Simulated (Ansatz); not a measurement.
# LiW16: the cost of one run

Program: Ansatz 0.2.0. Level of theory: DFT PBE, plane waves, PAW, scalar-relativistic, no spin polarisation. These are calculated values, not measurements.

## Step 1: The structure to begin with

The cell holds 17 atoms (LiW16): a = 6.320 Å, b = 6.320 Å, c = 6.320 Å, α = 90.00°, β = 90.00°, γ = 90.00°.

The coordinates stand in the first input below.

## Step 2: End point A

Contents of input.yaml:

```yaml
crystal:
  lattice:
    - [6.32, 0.0, 0.0]
    - [0.0, 6.32, 0.0]
    - [0.0, 0.0, 6.32]
  atoms:
    - { symbol: W, position: [0.0, 0.0, 0.0] }
    - { symbol: W, position: [0.5, 0.0, 0.0] }
    - { symbol: W, position: [0.0, 0.5, 0.0] }
    - { symbol: W, position: [0.0, 0.0, 0.5] }
    - { symbol: W, position: [0.25, 0.25, 0.25] }
    - { symbol: W, position: [0.5, 0.5, 0.0] }
    - { symbol: W, position: [0.5, 0.0, 0.5] }
    - { symbol: W, position: [0.75, 0.25, 0.25] }
    - { symbol: W, position: [0.0, 0.5, 0.5] }
    - { symbol: W, position: [0.25, 0.75, 0.25] }
    - { symbol: W, position: [0.25, 0.25, 0.75] }
    - { symbol: W, position: [0.5, 0.5, 0.5] }
    - { symbol: W, position: [0.75, 0.75, 0.25] }
    - { symbol: W, position: [0.75, 0.25, 0.75] }
    - { symbol: W, position: [0.25, 0.75, 0.75] }
    - { symbol: W, position: [0.75, 0.75, 0.75] }
    - { symbol: Li, position: [0.2597666, 0.1160044, -0.0038146] }
basis:
  ecutwfc: 420.0
kpoints:
  mp_grid: { grid: [3, 3, 3] }
hamiltonian:
  xc: pbe
scf:
  occupations: { method: fermi_dirac, width: 0.05 }
  lower_state_search: "off"
relax:
  f_tol: 0.03
  max_steps: 60
  adjacent_minimum: "off"
output:
  write_density: true
  write_potential: true
  elf: true
  volumetric_format: npy
```

Command:

```console
$ ansatz run input.yaml --threads 4 --pin off --max-ram 10240MiB --backend cpu --events-out ev --progress --plain --runs-dir out
```

What time and memory should one allow on 4 threads of AMD EPYC 9R14 (Zen 4), shared host?

About 54 s, with a peak of 1.4 GiB.
